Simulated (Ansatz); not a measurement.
# C2H6OSSi: the cost of one run

Method: RKS PBE-D4/def2-SVP, in Ansatz 0.2.0.

### 1 The system as given

Bond lengths: O1–C2 1.177 Å, C2–Si3 1.857 Å, Si3–C4 1.821 Å, C4–S5 1.849 Å, C2–H6 1.101 Å, Si3–H7 1.545 Å, Si3–H8 1.526 Å, C4–H9 1.138 Å, C4–H10 1.020 Å, S5–H11 1.375 Å. Angles (14 of 16 angles, heavy atoms first): O1–C2–Si3 117.8°, C2–Si3–C4 116.4°, Si3–C4–S5 110.4°, O1–C2–H6 124.5°, Si3–C2–H6 117.7°, C2–Si3–H7 109.9°, C2–Si3–H8 111.3°, C4–Si3–H7 108.4°, C4–Si3–H8 108.4°, Si3–C4–H9 106.3°, Si3–C4–H10 114.5°, S5–C4–H9 105.5°, S5–C4–H10 109.5°, C4–S5–H11 97.8°.

As a file:

```xyz
11

O    -1.8583    0.0626    1.0979
C    -0.7961    0.2516    1.5678
Si    0.6312    0.5048    0.4079
C     0.3748   -0.0161   -1.3184
S    -0.0423   -1.8157   -1.3945
H    -0.5862    0.2647    2.6482
H     1.8858   -0.2135    0.9532
H     1.0961    1.9580    0.4084
H    -0.5561    0.5275   -1.6815
H     1.1605    0.1773   -1.9395
H    -1.2440   -1.7582   -0.7288
```

### 2 Relaxing end A

input.yaml

```yaml
crystal:
  periodic: [false, false, false]
  atoms:
    - { symbol: O, position_ang: [-1.8583, 0.0626, 1.0979] }
    - { symbol: C, position_ang: [-0.7961, 0.2516, 1.5678] }
    - { symbol: Si, position_ang: [0.6312, 0.5048, 0.4079] }
    - { symbol: C, position_ang: [0.3748, -0.0161, -1.3184] }
    - { symbol: S, position_ang: [-0.0423, -1.8157, -1.3945] }
    - { symbol: H, position_ang: [-0.5862, 0.2647, 2.6482] }
    - { symbol: H, position_ang: [1.8858, -0.2135, 0.9532] }
    - { symbol: H, position_ang: [1.0961, 1.958, 0.4084] }
    - { symbol: H, position_ang: [-0.5561, 0.5275, -1.6815] }
    - { symbol: H, position_ang: [1.1605, 0.1773, -1.9395] }
    - { symbol: H, position_ang: [-1.244, -1.7582, -0.7288] }
basis:
  gaussian: { orbitals: def2-SVP }
hamiltonian:
  xc: pbe
  dispersion: d4
relax:
  f_tol: 0.02
  max_steps: 50
```

Launch:

```sh
$ ansatz run input.yaml --threads 2 --pin off --max-ram 3072MiB --backend cpu --events-out ev --progress --plain --runs-dir out
```

**Question.** How long does this run take on 2 threads of Arm Neoverse V1, shared host, and how much memory does it need?

About 32 s, with a peak of 0.15 GiB.
